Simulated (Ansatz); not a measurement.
# SiGeHO+ (singlet): the correlation ladder, cc-pVTZ

An exercise on one series of results from a longer session: the logs are not shown, and one member is left open.

Computed with Ansatz 0.2.0, Gaussian basis. Level: cc-pVTZ, core rule «outside noble gas», up to 20 orbitals frozen.

To be run: UHF; CCSD(T) on RHF; BCCD(T) on RHF; CCSDT(Q) on RHF.

4 further runs of the same task are left out: 4 set aside as unsound or not needed.

## The geometry

The geometry is a PBE0/def2-TZVP stationary point (not a proven minimum) of the parent state, kept for this charge and spin. No spin-orbit coupling is included. The filled d shell of Ge may be among the frozen orbitals whatever the setting's name suggests; the logs give the count.

4 atoms, charge 1, spin multiplicity 1.

Atoms are counted from 1 here; the program's logs count them from 0.

Bond lengths: O1–Ge2 2.062 Å, O1–Si3 1.591 Å, Ge2–Si3 2.368 Å, Ge2–H4 1.554 Å. Angles: Ge2–O1–Si3 79.7°, O1–Ge2–Si3 41.4°, O1–Ge2–H4 92.1°, Si3–Ge2–H4 133.5°, O1–Si3–Ge2 58.9°.

Geometry (Å):

```xyz
4
GeHOSi
O     0.0000   -1.0680   -0.9129
Ge    0.0000    0.1033    0.7837
Si    0.0000    0.3821   -1.5683
H     0.0000   -1.1412    1.7137
```

The first run:

File in.yaml:

```yaml
crystal:
  periodic: [false, false, false]
  atoms:
    - {symbol: O, position_ang: [0.000000, -1.068031, -0.912929]}
    - {symbol: Ge, position_ang: [0.000000, 0.103335, 0.783661]}
    - {symbol: Si, position_ang: [0.000000, 0.382114, -1.568288]}
    - {symbol: H, position_ang: [0.000000, -1.141224, 1.713723]}
basis:
  gaussian: {orbitals: cc-pVTZ}
total_charge: 1
magnetization: {spin_polarized: true, initial_magnetization: 0}
hamiltonian: {xc: hf}
output: {orbitals: {seedname: orbitals}}
```

Run with:

```sh
$ ansatz run in.yaml --threads 1 --pin off --events-out ev --progress --plain --max-ram 4096MiB --backend cpu
```

Steps of the session up to this table: UHF; CCSD(T) on RHF; BCCD(T) on RHF; CCSDT(Q) on RHF.

One table of the session follows, with a row left open; its other results are not shown here.

| method | from RCCSDT(Q) (kcal/mol) |
| --- | --- |
| RHF | ? |
| RMP2 | +25.73 |
| RCCSD | +16.03 |
| RCCSD(T) | +1.69 |
| BCCD(T) | +1.48 |
| RCCSDT | +1.30 |
| RCCSDT(Q) | 0 |

Estimate the missing values for RHF.

As computed: from RCCSDT(Q) (kcal/mol): +289.75. In the column «from RCCSDT(Q) (kcal/mol)» it is the highest.
